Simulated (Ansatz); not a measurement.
# AlH5O3Si: the cost of one run

Computed with Ansatz 0.2.0, Gaussian basis. Level: the settings change from run to run.

## (1) The geometry

The geometry comes from an earlier relaxation with PBE0-D4 in a triple-zeta def2 set; it is a stationary point, not always the lowest conformer.

10 atoms, charge 0, spin multiplicity 1.

Atoms are counted from 1 here; the program's logs count them from 0.

Bond lengths: O1–Al2 1.684 Å, O1–H6 0.955 Å, Al2–O3 1.684 Å, Al2–O4 1.679 Å, O3–H7 0.955 Å, O4–Si5 1.621 Å, Si5–H8 1.488 Å, Si5–H9 1.487 Å, Si5–H10 1.488 Å. Angles: Al2–O1–H6 122.5°, O1–Al2–O3 116.6°, O1–Al2–O4 121.6°, O3–Al2–O4 121.7°, Al2–O3–H7 122.5°, Al2–O4–Si5 178.1°, O4–Si5–H8 110.3°, O4–Si5–H9 110.1°, O4–Si5–H10 110.3°, H8–Si5–H9 108.8°, H8–Si5–H10 108.6°, H9–Si5–H10 108.7°.

Geometry (Å):

```
O     0.3258    1.3944   -2.2681
Al    0.8658    0.5343   -0.9244
O     2.5336    0.3767   -0.7489
O    -0.2059   -0.1323    0.1833
Si   -1.2038   -0.7661    1.2926
H    -0.6015    1.5362   -2.4475
H     2.9311   -0.0914   -0.0176
H    -2.4291    0.0678    1.4201
H    -1.6016   -2.1430    0.8948
H    -0.5314   -0.8277    2.6185
```

## (2) BHLYP/def2-TZVP

Options: the search for lower states set to full.

The input, in.yaml:

```yaml
crystal:
  periodic: [false, false, false]
  atoms:
    - {symbol: O, position_ang: [0.325758, 1.394363, -2.268100]}
    - {symbol: Al, position_ang: [0.865807, 0.534301, -0.924359]}
    - {symbol: O, position_ang: [2.533629, 0.376745, -0.748864]}
    - {symbol: O, position_ang: [-0.205876, -0.132309, 0.183278]}
    - {symbol: Si, position_ang: [-1.203821, -0.766102, 1.292587]}
    - {symbol: H, position_ang: [-0.601479, 1.536179, -2.447471]}
    - {symbol: H, position_ang: [2.931119, -0.091447, -0.017552]}
    - {symbol: H, position_ang: [-2.429113, 0.067850, 1.420065]}
    - {symbol: H, position_ang: [-1.601649, -2.142966, 0.894846]}
    - {symbol: H, position_ang: [-0.531373, -0.827712, 2.618470]}
basis:
  gaussian: {orbitals: def2-TZVP}
hamiltonian: {xc: {name: BHLYP}}
scf: {lower_state_search: full}
output: {forces: true}
```

Launch:

```
$ ansatz run in.yaml --threads 4 --pin off --events-out ev --progress --plain --max-ram 10444MiB
```

Q: Estimate wall time and peak memory on 4 threads of Arm Neoverse V2, shared host.

About 3 s, with a peak of 0.48 GiB.
